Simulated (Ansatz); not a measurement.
**CH5FSSiZn: small, medium and large basis sets**

How large a basis does CH5FSSiZn need? Two functionals are run in growing sets.

Computed with Ansatz 0.2.0, Gaussian basis. Level: one geometry, several basis sets.

The runs, in order: PBE0-D4/def2-SVP; ωB97M-V/def2-SVP; PBE0-D4/def2-QZVPP; ωB97M-V/def2-QZVPP; the functionals' def2-TZVPP values are taken from earlier runs.

## Step 1: The geometry

An earlier PBE0-D4 in a triple-zeta def2 set relaxation fixed the geometry.

SMILES `C[SiH2][S][Zn][F]`, 10 atoms, charge 0, spin multiplicity 1.

Atoms are counted from 1 here; the program's logs count them from 0.

Bond lengths: C1–Si2 1.866 Å, C1–H6 1.094 Å, C1–H7 1.092 Å, C1–H8 1.094 Å, Si2–S3 2.146 Å, Si2–H9 1.488 Å, Si2–H10 1.485 Å, S3–Zn4 2.135 Å, Zn4–F5 1.748 Å. Angles: Si2–C1–H6 111.5°, Si2–C1–H7 110.7°, Si2–C1–H8 110.1°, H6–C1–H7 108.3°, H6–C1–H8 107.7°, H7–C1–H8 108.5°, C1–Si2–S3 112.7°, C1–Si2–H9 109.6°, C1–Si2–H10 110.9°, S3–Si2–H9 110.3°, S3–Si2–H10 104.4°, H9–Si2–H10 108.8°, Si2–S3–Zn4 98.3°, S3–Zn4–F5 179.4°.

## Step 2: PBE0-D4 in def2-SVP

The input, in.yaml:

```yaml
crystal:
  periodic: [false, false, false]
  atoms:
    - {symbol: C, position_ang: [-1.218948, -0.138008, 0.618241]}
    - {symbol: Si, position_ang: [0.254281, -1.096795, -0.007182]}
    - {symbol: S, position_ang: [2.108336, -0.062240, 0.308272]}
    - {symbol: Zn, position_ang: [1.659774, 1.717495, -0.783140]}
    - {symbol: F, position_ang: [1.296592, 3.184194, -1.662320]}
    - {symbol: H, position_ang: [-1.366815, 0.785368, 0.051432]}
    - {symbol: H, position_ang: [-1.090727, 0.123307, 1.670595]}
    - {symbol: H, position_ang: [-2.128044, -0.737695, 0.518334]}
    - {symbol: H, position_ang: [0.074085, -1.403871, -1.451624]}
    - {symbol: H, position_ang: [0.411475, -2.371756, 0.737393]}
basis:
  gaussian: {orbitals: def2-SVP}
hamiltonian: {xc: pbe0, dispersion: d4}
output: {orbitals: {seedname: orbitals}}
```

Command:

```bash
$ ansatz run in.yaml --threads 4 --pin off --events-out ev --progress --plain --max-ram 10444MiB
```

After this run come: ωB97M-V in def2-SVP; PBE0-D4 in def2-QZVPP; ωB97M-V in def2-QZVPP.

Before running them: what should the planned runs give, taken together? Wanted: PBE0-D4: double and triple zeta above quadruple; ωB97M-V: double and triple zeta above quadruple.

**Answer**, as computed:

| quantity | value |
| --- | --- |
| PBE0-D4: double and triple zeta above quadruple | 20.42, 2.07 eV |
| ωB97M-V: double and triple zeta above quadruple | 20.50, 1.98 eV |

**Reading.** PBE0-D4 gains 18.35 eV from double to triple zeta, then 2.07 eV more. Total energies overstate the basis error of differences, where much of it tends to cancel.
